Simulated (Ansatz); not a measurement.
# MgNb2O4: the cost of one run

Method: DFT PBE, scalar-relativistic, plane waves, PAW, unless a step names another level, in Ansatz 0.2.0.

1 further run of the same task is left out (it didn't finish).

## (1) The starting structure

It takes space group Pmma (No. 51, orthorhombic). The conventional cell has a = 10.702 Å, b = 2.954 Å, c = 5.017 Å, α = 90.00°, β = 90.00°, γ = 90.00°. Around Mg (site symmetry 2/m) lie 6 O at 2.11 to 2.13 Å. Nb (site symmetry mm2) is surrounded by 6 O at 2.11 to 2.13 Å. Around Nb (site symmetry mm2) lie 6 O at 2.13 to 2.21 Å. Around O (site symmetry m) lie 3 Nb at 2.11 to 2.13 Å and 1 Mg at 2.11 Å. O (site symmetry m) is surrounded by 3 Nb at 2.13 to 2.21 Å and 2 Mg at 2.13 Å.

As a file:

```
CELL_PARAMETERS angstrom
10.70183 0.00000 0.00000
0.00000 2.95432 0.00000
0.00000 0.00000 5.01654
ATOMIC_POSITIONS crystal
Mg 0.50000 0.00000 0.00000
Mg 0.00000 0.00000 0.00000
Nb 0.25000 0.50000 0.16497
Nb 0.25000 0.00000 0.65670
Nb 0.75000 0.00000 0.34330
Nb 0.75000 0.50000 0.83503
O 0.37079 0.00000 0.31826
O 0.12921 0.00000 0.31826
O 0.12261 0.50000 0.83887
O 0.37739 0.50000 0.83887
O 0.62261 0.50000 0.16113
O 0.87739 0.50000 0.16113
O 0.62921 0.00000 0.68174
O 0.87079 0.00000 0.68174
```

It came out lowest among 26 distinct ends of the trial cells. At a tolerance of 0.02 Å it has space group Pmma (No. 51).

## (2) Kick test: the unmoved cell on a coarse mesh

The input, input.yaml:

```yaml
crystal:
  lattice:
    - [0.0, 2.9543173769, 0.0]
    - [0.0, 0.0, 5.0165414524]
    - [10.70183017, 0.0, 0.0]
  atoms:
    - { symbol: Mg, position: [0.0, 0.0, 0.5] }
    - { symbol: Mg, position: [1.0, 0.0, 0.0] }
    - { symbol: Nb, position: [0.5, 0.1649698229, 0.25] }
    - { symbol: Nb, position: [1.0, 0.6566982463, 0.25] }
    - { symbol: Nb, position: [0.0, 0.3433017537, 0.75] }
    - { symbol: Nb, position: [0.5, 0.8350301771, 0.75] }
    - { symbol: O, position: [1.0, 0.318258221, 0.3707900062] }
    - { symbol: O, position: [0.0, 0.318258221, 0.1292099938] }
    - { symbol: O, position: [0.5, 0.8388690342, 0.1226095196] }
    - { symbol: O, position: [0.5, 0.8388690342, 0.3773904804] }
    - { symbol: O, position: [0.5, 0.1611309658, 0.6226095196] }
    - { symbol: O, position: [0.5, 0.1611309658, 0.8773904804] }
    - { symbol: O, position: [0.0, 0.681741779, 0.6292099938] }
    - { symbol: O, position: [0.0, 0.681741779, 0.8707900062] }
basis:
  ecutwfc: 420
kpoints:
  mp_grid: { grid: [4, 4, 2] }
hamiltonian:
  xc: pbe
scf:
  occupations: { method: gaussian, width: 0.1 }
  lower_state_search: "off"
output:
  forces: true
  stress: true
  eigenvalues: true
```

The run is started by

```console
ansatz run input.yaml --threads 1 --pin off --max-ram 2560MiB --backend cpu --events-out ev --progress --plain --runs-dir out
```

Q: Estimate wall time and peak memory on 1 thread of Arm Neoverse V2, shared host.

About 11 s, with a peak of 0.47 GiB.
